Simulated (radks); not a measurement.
# Br³⁺ in [Ar] 3d10 4s2 4p2: an all-electron calculation

An exercise on one series of results from a longer session: the logs are not shown, and one member is left open.

The numbers are computed with radks (a radial shooting solver on a logarithmic mesh, Libxc functionals) version 1 (non-relativistic Kohn-Sham, r2SCAN, spin-polarised, spherical densities, point nucleus; open shells are filled with parallel spins first), except any that are marked as measured or tabulated.

## The atom as given

```
element       : bromine (Z = 35)
charge        : +3
electrons     : 32
configuration : [Ar] 3d10 4s2 4p2
```

The outer shells:

Br³⁺
```
[Ar] core
3d [↑↓][↑↓][↑↓][↑↓][↑↓]
4s [↑↓]
4p [↑ ][↑ ][  ]
```

The first run:

Input:

```text
Z 35
configuration [Ar] 3d10 4s2 4p2
relativity non-relativistic
functional r2scan,r2scan
spin polarised
nucleus point
```

One of the session's tables, all rows but one given; the rest of the session is left out.

It belongs to the step «Orbitals and density». From the orbitals of this run (lengths in bohr):

```
  level      <r>  outermost maximum (interpolated)  90 % within  nodes
  1s up  0.04369                            0.0289       0.0778      0
1s down  0.04369                            0.0289       0.0778      0
  2s up   0.1935                             0.163        0.299      1
2s down   0.1935                             0.163        0.299      1
  2p up   0.1671                             0.129        0.272      0
2p down   0.1672                             0.129        0.272      0
  3s up   0.5607                             0.493        0.834      2
3s down   0.5608                             0.493        0.834      2
  3p up   0.5675                             0.485        0.865      1
3p down   0.5674                             0.485        0.864      1
  3d up   0.5860                             0.432        0.962      0
3d down   0.5835                             0.432        0.956      0
  4s up    1.579                              1.40         2.30      3
4s down        ?                                 ?            ?      ?
  4p up    1.763                              1.55         2.59      2
4p down    1.756                              1.54         2.58      2
```

Q: Estimate the row for 4s down from the others.

As computed: <r>: 1.574; outermost maximum (interpolated): 1.39; 90 % within: 2.30; nodes: 3. In the column «<r>» it lies between 3d up (0.5860) and 4s up (1.579).

Caveats from the session: Open shells are spherical and high-spin; term and fine-structure splittings are not resolved.
